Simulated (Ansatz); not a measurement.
# Al3Ga4N7: the cost of one run

Method: DFT PBE, scalar-relativistic, plane waves, PAW, in Ansatz 0.2.0.

## 1. Starting point

The cell holds 14 atoms (Al3Ga4N7): a = 5.424 Å, b = 5.677 Å, c = 5.504 Å, α = 86.24°, β = 92.15°, γ = 90.49°.

It is the last frame of an earlier stage of the same melt, run at 2880 K.

As a file:

```cif
data_structure
_symmetry_space_group_name_H-M 'P 1'
_symmetry_Int_Tables_number 1
_cell_length_a 5.4244
_cell_length_b 5.6767
_cell_length_c 5.5039
_cell_angle_alpha 86.238
_cell_angle_beta 92.148
_cell_angle_gamma 90.485
_cell_volume 168.99
loop_
_atom_site_label
_atom_site_type_symbol
_atom_site_fract_x
_atom_site_fract_y
_atom_site_fract_z
_atom_site_occupancy
Al1 Al 0.49633 0.45557 0.20426 1
Al2 Al 0.21471 0.72488 0.53975 1
Al3 Al 0.00090 0.57292 0.08331 1
N1 N 0.45646 0.08468 0.53812 1
N2 N 0.69144 0.24998 0.00974 1
N3 N 0.67146 0.60563 0.43998 1
N4 N 0.97434 0.97415 0.59788 1
N5 N 0.73568 0.75003 0.99655 1
N6 N 0.19637 0.51965 0.80099 1
N7 N 0.15199 0.45955 0.34288 1
Ga1 Ga 0.73789 0.01187 0.30673 1
Ga2 Ga 0.68348 0.97116 0.78058 1
Ga3 Ga 0.17180 0.23936 0.60015 1
Ga4 Ga 0.63426 0.50285 0.75182 1
```

## 2. Stage at 1600 K

One k point, a Fermi-Dirac width of 0.138 eV and a fixed cell.

input.yaml

```yaml
crystal:
  lattice:
    - [5.42341, -0.021816, -0.102099]
    - [-0.021816, 5.673736, 0.183245]
    - [-0.102099, 0.183245, 5.499889]
  atoms:
    - { symbol: Al, position: [0.4963347215, 0.455570578, 0.2042607093] }
    - { symbol: Al, position: [0.2147140001, 0.7248786582, 0.5397511742] }
    - { symbol: Al, position: [0.0009032818, 0.5729245507, 0.0833110987] }
    - { symbol: "N", position: [0.4564559547, 0.084675977, 0.5381235742] }
    - { symbol: "N", position: [0.6914416601, 0.2499835054, 0.0097361885] }
    - { symbol: "N", position: [0.6714604562, 0.6056296861, 0.4399770254] }
    - { symbol: "N", position: [0.9743388411, 0.9741531563, 0.597880457] }
    - { symbol: "N", position: [0.7356832916, 0.7500270022, 0.9965478622] }
    - { symbol: "N", position: [0.1963697139, 0.5196505459, 0.8009937333] }
    - { symbol: "N", position: [0.1519919121, 0.4595532925, 0.3428751811] }
    - { symbol: Ga, position: [0.7378881608, 0.0118734236, 0.306733775] }
    - { symbol: Ga, position: [0.683479866, 0.9711567231, 0.7805761531] }
    - { symbol: Ga, position: [0.1717955152, 0.2393640895, 0.6001494251] }
    - { symbol: Ga, position: [0.6342574426, 0.5028453465, 0.7518160272] }
  symmetry: { detect: false }
basis:
  ecutwfc: 420
  xc_grid: 1
kpoints:
  mp_grid: { grid: [1, 1, 1], shift: [0.25, 0.25, 0.25] }
hamiltonian:
  xc: pbe
scf:
  occupations: { method: fermi_dirac, width: 0.1379 }
  lower_state_search: "off"
  convergence: { dr2_threshold: 1.0e-05 }
output:
  forces: true
  stress: true
md:
  timestep: 2.0
  n_steps: 122
  ensemble: nvt_langevin
  friction: 0.015
  temperature: 1600.0
  initial_velocities: maxwell_boltzmann
  seed: 33505
```

The run is started by

```sh
$ ansatz run input.yaml --threads 2 --pin off --max-ram 5120MiB --backend cpu --events-out ev --progress --plain --runs-dir out
```

What time and memory should one allow on 2 threads of Intel Xeon at 2.50GHz (Skylake/Cascade Lake), shared host?

About 4.2 min, with a peak of 0.38 GiB.
